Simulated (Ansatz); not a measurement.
# C8H16: a ladder of functionals and wavefunction methods

One table from this session's results is given with a row withheld; the runs are named, their logs left out.

The runs use Ansatz 0.2.0, Gaussian basis; functionals in def2-TZVPP, the program's frozen cores in correlated methods.

Levels to be run: LDA (SPW92), PBE-D4, revPBE-D4, BLYP-D4, r2SCAN-D4, B97M-V, PBE0-D4, B3LYP-D4, r2SCANh-D4, r2SCAN0-D4, HSE06-D4, BHLYP-D4, CAM-B3LYP-D4, LC-ωPBE, ωB97X-V, ωB97M-V, B2PLYP, PBE-QIDH; CCSD(T)/def2-SVP; CCSD(T)/def2-TZVPP; MP2/def2-QZVPP; extrapolation to the limit; RPA on PBE.

1 further run of the same task is left out (it didn't finish).

### The geometry

The geometry comes from an earlier relaxation with PBE0-D4 in a triple-zeta def2 set; it is a stationary point, not always the lowest conformer.

SMILES `C=C(C)CC(C)(C)C`, 24 atoms, charge 0, spin multiplicity 1.

Atoms are counted from 1 here; the program's logs count them from 0.

Bond lengths: C1–C2 1.330 Å, C1–H9 1.084 Å, C1–H10 1.085 Å, C2–C3 1.497 Å, C2–C4 1.505 Å, C3–H11 1.096 Å, C3–H12 1.091 Å, C3–H13 1.093 Å, C4–C5 1.546 Å, C4–H14 1.095 Å, C4–H15 1.096 Å, C5–C6 1.526 Å, C5–C7 1.525 Å, C5–C8 1.525 Å, C6–H16 1.094 Å, C6–H17 1.094 Å, C6–H18 1.094 Å, C7–H19 1.092 Å and more. Angles: C2–C1–H9 121.6°, C2–C1–H10 121.5°, H9–C1–H10 117.0°, C1–C2–C3 121.3°, C1–C2–C4 121.7°, C3–C2–C4 116.9°, C2–C3–H11 110.1°, C2–C3–H12 111.6°, C2–C3–H13 111.8°, H11–C3–H12 108.2°, H11–C3–H13 106.4°, H12–C3–H13 108.5°, C2–C4–C5 116.9°, C2–C4–H14 109.1°, C2–C4–H15 108.8°, C5–C4–H14 107.3°, C5–C4–H15 107.7°, H14–C4–H15 106.5° and more.

As a file:

```
C     1.4589   -1.4489   -1.4668
C     0.4331   -0.6021   -1.4521
C     0.2492    0.4161   -2.5344
C    -0.6210   -0.6539   -0.3790
C    -0.3500    0.1613    0.9066
C    -1.6007    0.0704    1.7769
C    -0.0649    1.6264    0.5929
C     0.8329   -0.4249    1.6696
H     1.5709   -2.2178   -0.7102
H     2.2168   -1.4070   -2.2417
H    -0.6745    0.2139   -3.0876
H     1.0794    0.4055   -3.2421
H     0.1520    1.4266   -2.1297
H    -0.7752   -1.6948   -0.0772
H    -1.5719   -0.3071   -0.8004
H    -1.4577    0.6039    2.7206
H    -1.8405   -0.9703    2.0132
H    -2.4658    0.5084    1.2708
H     0.8589    1.7387    0.0206
H     0.0498    2.1961    1.5192
H    -0.8810    2.0796    0.0226
H     0.6493   -1.4693    1.9388
H     1.7477   -0.3844    1.0752
H     1.0043    0.1336    2.5940
```

Set-up of the first run:

File in.yaml:

```yaml
crystal:
  periodic: [false, false, false]
  atoms:
    - {symbol: C, position_ang: [1.458906, -1.448933, -1.466754]}
    - {symbol: C, position_ang: [0.433076, -0.602117, -1.452073]}
    - {symbol: C, position_ang: [0.249208, 0.416130, -2.534403]}
    - {symbol: C, position_ang: [-0.621005, -0.653856, -0.378992]}
    - {symbol: C, position_ang: [-0.350033, 0.161281, 0.906590]}
    - {symbol: C, position_ang: [-1.600674, 0.070369, 1.776894]}
    - {symbol: C, position_ang: [-0.064867, 1.626354, 0.592871]}
    - {symbol: C, position_ang: [0.832853, -0.424913, 1.669635]}
    - {symbol: H, position_ang: [1.570912, -2.217832, -0.710209]}
    - {symbol: H, position_ang: [2.216832, -1.406976, -2.241651]}
    - {symbol: H, position_ang: [-0.674490, 0.213921, -3.087614]}
    - {symbol: H, position_ang: [1.079430, 0.405465, -3.242083]}
    - {symbol: H, position_ang: [0.151960, 1.426626, -2.129740]}
    - {symbol: H, position_ang: [-0.775220, -1.694838, -0.077158]}
    - {symbol: H, position_ang: [-1.571873, -0.307088, -0.800425]}
    - {symbol: H, position_ang: [-1.457672, 0.603943, 2.720636]}
    - {symbol: H, position_ang: [-1.840542, -0.970279, 2.013186]}
    - {symbol: H, position_ang: [-2.465813, 0.508412, 1.270821]}
    - {symbol: H, position_ang: [0.858908, 1.738735, 0.020581]}
    - {symbol: H, position_ang: [0.049774, 2.196070, 1.519226]}
    - {symbol: H, position_ang: [-0.880972, 2.079561, 0.022639]}
    - {symbol: H, position_ang: [0.649318, -1.469292, 1.938835]}
    - {symbol: H, position_ang: [1.747691, -0.384387, 1.075173]}
    - {symbol: H, position_ang: [1.004274, 0.133635, 2.594024]}
basis:
  gaussian: {orbitals: def2-TZVPP}
hamiltonian: {xc: lda}
output: {orbitals: {seedname: orbitals}}
```

Started as:

```console
ansatz run in.yaml --threads 4 --pin off --events-out ev --progress --plain --max-ram 66560MiB --backend cuda --devices 0, --max-vram 37GiB
```

Steps of the session up to this table: LDA; PBE-D4 (GGA); revPBE-D4 (GGA); BLYP-D4 (GGA); r2SCAN-D4 (meta-GGA); B97M-V (meta-GGA); PBE0-D4 (hybrid); B3LYP-D4 (hybrid); r2SCANh-D4 (hybrid); r2SCAN0-D4 (hybrid); HSE06-D4 (hybrid); BHLYP-D4 (hybrid); CAM-B3LYP-D4 (range-separated); LC-ωPBE (range-separated); ωB97X-V (range-separated); ωB97M-V (range-separated); B2PLYP (double hybrid); PBE-QIDH (double hybrid).

One of the session's tables, all rows but one given; the rest of the session is left out.

It belongs to the step «Orbital energies across the functionals». 

```
  functional  HOMO (eV)  LUMO (eV)  gap (eV)
 LDA (SPW92)      -6.03      -0.86      5.17
      PBE-D4      -5.87      -0.63      5.24
   revPBE-D4      -5.80      -0.53      5.27
     BLYP-D4      -5.71      -0.50      5.21
   r2SCAN-D4      -6.04      -0.37      5.66
      B97M-V      -6.09      -0.38      5.70
     PBE0-D4      -6.96       0.38      7.34
    B3LYP-D4      -6.75       0.14      6.89
  r2SCANh-D4      -6.45      -0.01      6.44
  r2SCAN0-D4      -7.08       0.52      7.61
    HSE06-D4      -6.56       0.00      6.56
    BHLYP-D4          ?          ?         ?
CAM-B3LYP-D4      -8.28       1.46      9.74
     LC-ωPBE      -9.65       2.65     12.30
     ωB97X-V      -9.28       2.52     11.80
     ωB97M-V      -9.20       2.28     11.48
```

Estimate the missing values for BHLYP-D4.

Worked estimate for «HOMO (eV)». Against the share of exact exchange, BLYP-D4 (0, -5.71), B3LYP-D4 (0.2, -6.75) give a slope of -5.20 per unit share; at 0.5 the line stands at -8.31.

As computed: HOMO (eV): -7.91; LUMO (eV): 1.41; gap (eV): 9.32. In «HOMO (eV)» the line misses by -0.40.
